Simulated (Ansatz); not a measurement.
The system is NiMoIrPdW.

```xyz
5
Lattice="4.1467 0.0000 0.0000 -2.0734 3.5911 0.0000 0.0000 0.0000 5.4163" Properties=species:S:1:pos:R:3 pbc="T T T"
Ni    0.0000    0.0000    0.1203
Mo    2.0734    1.1970    2.4913
Pd    0.0000    2.3941    4.0406
Ir    0.0000    2.3941    1.3888
W     2.0734    1.1970    5.4155
```

The cell was built by a generator and needn't be a form met in nature.

```yaml
Program: Ansatz 0.2.0
Task: relaxation of cell and atoms
Functional: r2SCAN
Dispersion: rVV10
Potentials_or_basis: Ansatz PAW
Cutoff: "500 eV (not typed: the program's choice for these potentials)"
k_mesh: 5 × 5 × 4
Occupations: fermi-dirac, width 0.05 eV
Spin: collinear spin, ferromagnetic start
Starting_moments: "[1.0, 1.0, 0.0, 0.6, 0.0] μB"
```

At the start: volume 16.13 Å³/atom.

**Question.** Where does the relaxation end?

**Answer.** It ends after 5 steps and the volume is 15.66 Å³/atom (-2.9 %); space group P3m1 (No. 156, to 0.05 Å); moment 0.00 μB per cell.

The path:
```
step  energy change (eV)  largest force (eV/Å)  volume (Å³)
   1              0.0000                0.3782        80.66
   2             -0.0564                0.0282        78.44
   3             -0.0568                0.0133        78.28
   4             -0.0568                0.0053        78.28
   5             -0.0549                0.0054        78.28
```

Final structure:
```cif
data_structure
_symmetry_space_group_name_H-M 'P 1'
_symmetry_Int_Tables_number 1
_cell_length_a 4.1006
_cell_length_b 4.1006
_cell_length_c 5.3759
_cell_angle_alpha 90.000
_cell_angle_beta 90.000
_cell_angle_gamma 120.000
_cell_volume 78.28
loop_
_atom_site_label
_atom_site_type_symbol
_atom_site_fract_x
_atom_site_fract_y
_atom_site_fract_z
_atom_site_occupancy
Ni1 Ni 0.00000 0.00000 0.02174 1
Mo1 Mo 0.66667 0.33333 0.45930 1
Pd1 Pd 0.33333 0.66667 0.74623 1
Ir1 Ir 0.33333 0.66667 0.25751 1
W1 W 0.66667 0.33333 0.99966 1
```

Caveat: the magnetic or orbital state may not be the lowest; the plane-wave basis is chosen anew once the cell has moved, so the energies of steps on either side of that aren't comparable; the PAW data sets come from PBE, with cores solved anew for the run's functional, which leaves a small shift of forces and pressure; the starting moments weren't kept.
